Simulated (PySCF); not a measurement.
# C2H6BI3S: the cost of one run

Programs: PySCF 2.14.0, with routines of our own; each step states its level. All values are computed. Atoms count from 0.

## (1) The system as given

13 atoms, charge 0, multiplicity 1; geometry from: GFN2-xTB.

## (2) Geometry optimisation at PBE0-D3(BJ)/def2-SVP

The job: settings as JSON, then the geometry in Å.

```
{"job": {"xc": "PBE0", "basis": "def2-SVP", "d3": "d3bj", "grid": 1, "maxiter": 30, "shake": 0.01, "kind": "geom"}, "charge": 0, "multiplicity": 1}
C      0.030890    -1.561000    -0.680540
S      0.159010     0.263930    -0.796210
C     -1.514190     0.733720    -0.236840
B      1.470490     0.803080     0.749980
I      3.341920    -0.053230     0.051420
I      0.674480    -0.066940     2.617360
I      1.345260     2.993560     0.667050
H      0.989750    -1.962730    -0.944180
H     -0.736460    -1.846190    -1.388140
H     -0.283840    -1.831500     0.330980
H     -2.219220     0.373830    -0.951000
H     -1.688780     0.305580     0.756480
H     -1.563480     1.830990    -0.186680
```

The run is started by

```bash
> OMP_NUM_THREADS=1 python heavy_run.py task.json out
```

The driver reads the jobs from task.json and runs them one after another.

**Question.** How long does this first job take on 1 thread of Intel Xeon Platinum 8223CL at 3.00GHz, shared host, and how much memory does it need?

About 5.7 min, with a peak of 0.85 GiB.
